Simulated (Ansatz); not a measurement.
# BCl3H3N: the cost of one run

All numbers below are computed with Ansatz 0.2.0 (RKS CAM-B3LYP-D4/def2-SVP).

1 further run of the same task is left out (it didn't finish).

### 1 The system as given

Bond lengths: B1–Cl2 2.173 Å, B1–Cl3 1.725 Å, B1–Cl4 1.727 Å, B1–N6 1.803 Å, N6–H7 1.009 Å, N6–H8 1.010 Å. Angles: Cl2–B1–Cl3 109.8°, Cl2–B1–Cl4 110.3°, Cl2–B1–N6 85.9°, Cl3–B1–Cl4 122.7°, Cl3–B1–N6 111.0°, Cl4–B1–N6 111.0°, B1–N6–H7 114.6°, B1–N6–H8 115.0°, H7–N6–H8 112.5°.

Structure file:

```xyz
8

B     0.1610    0.3613   -0.7904
Cl    1.9402    0.6224    0.4292
Cl    0.4807   -0.7677   -2.0555
Cl   -0.6030    1.8852   -1.0694
H     0.6201   -0.2066    1.2389
N    -0.5480   -0.4631    0.6482
H    -0.7244   -1.4487    0.5237
H    -1.3267    0.0173    1.0753
```

### 2 A restrained relaxation towards end A

Springs on the bonds that form and break draw the guess towards this end; the thresholds are loose.

Contents of input.yaml:

```yaml
crystal:
  periodic: [false, false, false]
  atoms:
    - { symbol: B, position_ang: [0.161, 0.3613, -0.7904] }
    - { symbol: Cl, position_ang: [1.9402, 0.6224, 0.4292] }
    - { symbol: Cl, position_ang: [0.4807, -0.7677, -2.0555] }
    - { symbol: Cl, position_ang: [-0.603, 1.8852, -1.0694] }
    - { symbol: H, position_ang: [0.6201, -0.2066, 1.2389] }
    - { symbol: "N", position_ang: [-0.548, -0.4631, 0.6482] }
    - { symbol: H, position_ang: [-0.7244, -1.4487, 0.5237] }
    - { symbol: H, position_ang: [-1.3267, 0.0173, 1.0753] }
basis:
  gaussian: { orbitals: def2-SVP }
hamiltonian:
  xc: cam_b3lyp
  dispersion: d4
relax:
  f_tol: 0.15
  max_steps: 25
  restrain:
    - { distance: [0, 5], at: 2.85, k: 30.0 }
    - { distance: [4, 1], at: 2.63, k: 30.0 }
    - { distance: [0, 1], at: 1.86, k: 30.0 }
    - { distance: [4, 5], at: 1.02, k: 30.0 }
```

The run is started by

```console
$ ansatz run input.yaml --threads 2 --pin off --max-ram 3072MiB --backend cpu --events-out ev --progress --plain --runs-dir out
```

What time and memory should one allow on 2 threads of AMD EPYC 9R45 (Zen 5), shared host?

About 8.4 s, with a peak of 0.27 GiB.
